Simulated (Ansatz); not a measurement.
# C3H9O2Sb: one species, many methods

One table from this session's results is given with a row withheld; the runs are named, their logs left out.

The runs use Ansatz 0.2.0, Gaussian basis; functionals in def2-TZVPP, the program's frozen cores in correlated methods.

Levels to be run: PBE-D4, r2SCAN-D4, PBE0-D4, B3LYP-D4, ωB97X-V, ωB97M-V, B2PLYP; CCSD(T)/def2-TZVPP; MP2/def2-QZVPP; extrapolation to the limit.

## The geometry

The geometry comes from an earlier relaxation with PBE0-D4 in a triple-zeta def2 set; it is a stationary point, not always the lowest conformer. Sb takes the def2 core potential; no spin-orbit term is included.

SMILES `C[O][Sb]([CH3])[O]C`, 15 atoms, charge 0, spin multiplicity 1.

Atoms are counted from 1 here; the program's logs count them from 0.

Bond lengths: C1–O2 1.408 Å, C1–H7 1.096 Å, C1–H8 1.094 Å, C1–H9 1.097 Å, O2–Sb3 1.960 Å, Sb3–C4 2.138 Å, Sb3–O5 1.967 Å, C4–H10 1.091 Å, C4–H11 1.090 Å, C4–H12 1.091 Å, O5–C6 1.407 Å, C6–H13 1.099 Å, C6–H14 1.097 Å, C6–H15 1.094 Å. Angles: O2–C1–H7 112.3°, O2–C1–H8 108.0°, O2–C1–H9 111.7°, H7–C1–H8 108.2°, H7–C1–H9 108.4°, H8–C1–H9 108.1°, C1–O2–Sb3 121.0°, O2–Sb3–C4 98.0°, O2–Sb3–O5 97.6°, C4–Sb3–O5 89.6°, Sb3–C4–H10 109.3°, Sb3–C4–H11 108.6°, Sb3–C4–H12 110.2°, H10–C4–H11 109.3°, H10–C4–H12 109.2°, H11–C4–H12 110.3°, Sb3–O5–C6 119.0°, O5–C6–H13 112.7° and more.

The first run:

in.yaml reads:

```yaml
crystal:
  periodic: [false, false, false]
  atoms:
    - {symbol: C, position_ang: [0.242277, -1.120977, -1.640734]}
    - {symbol: O, position_ang: [-0.998303, -1.026039, -0.981740]}
    - {symbol: Sb, position_ang: [-1.361629, 0.429167, 0.279669]}
    - {symbol: C, position_ang: [-0.427483, 2.011857, -0.812221]}
    - {symbol: O, position_ang: [0.264452, 0.240242, 1.370470]}
    - {symbol: C, position_ang: [0.314401, -0.767017, 2.351907]}
    - {symbol: H, position_ang: [1.087148, -0.943238, -0.964817]}
    - {symbol: H, position_ang: [0.334771, -2.133213, -2.044223]}
    - {symbol: H, position_ang: [0.313370, -0.413888, -2.476449]}
    - {symbol: H, position_ang: [-0.566267, 2.951177, -0.275045]}
    - {symbol: H, position_ang: [0.638032, 1.796173, -0.892477]}
    - {symbol: H, position_ang: [-0.871883, 2.097708, -1.804995]}
    - {symbol: H, position_ang: [-0.565984, -0.761529, 3.009351]}
    - {symbol: H, position_ang: [0.399922, -1.766611, 1.907712]}
    - {symbol: H, position_ang: [1.197166, -0.593811, 2.973613]}
basis:
  gaussian: {orbitals: def2-TZVPP}
hamiltonian: {xc: pbe, dispersion: d4}
output: {forces: true, orbitals: {seedname: orbitals}}
```

Run with:

```bash
$ ansatz run in.yaml --threads 2 --pin off --events-out ev --progress --plain --max-ram 32768MiB --backend cuda --devices 0, --max-vram 18GiB
```

Steps of the session up to this table: PBE-D4 (GGA); r2SCAN-D4 (meta-GGA); PBE0-D4 (hybrid); B3LYP-D4 (hybrid); ωB97X-V (range-separated); ωB97M-V (range-separated); B2PLYP (double hybrid); CCSD(T) in def2-TZVPP; MP2 in def2-QZVPP.

One table of the session follows, with a row left open; its other results are not shown here.

It belongs to the step «Atomisation energies». 

| method | atoms, summed (eV) | atomisation energy (eV) |
| --- | --- | --- |
| PBE-D4 | ? | ? |
| r2SCAN-D4 | -13834.962 | 56.670 |
| PBE0-D4 | -13828.431 | 56.540 |
| B3LYP-D4 | -13839.280 | 56.773 |
| ωB97X-V | -13833.355 | 56.879 |
| ωB97M-V | -13832.087 | 56.688 |
| B2PLYP | -13825.568 | 56.022 |
| HF/def2-TZVPP | -13782.138 | 39.686 |
| MP2/def2-TZVPP | -13803.013 | 55.847 |
| CCSD/def2-TZVPP | -13805.409 | 54.233 |
| CCSD(T)/def2-TZVPP | -13805.894 | 55.161 |
| MP2/CBS | -13816.668 | 57.533 |
| CCSD(T)/CBS | -13819.549 | 56.847 |

Estimate the missing values for PBE-D4.

As computed: atoms, summed (eV): -13826.411; atomisation energy (eV): 57.901. In the column «atoms, summed (eV)» it lies between PBE0-D4 (-13828.431) and B2PLYP (-13825.568).
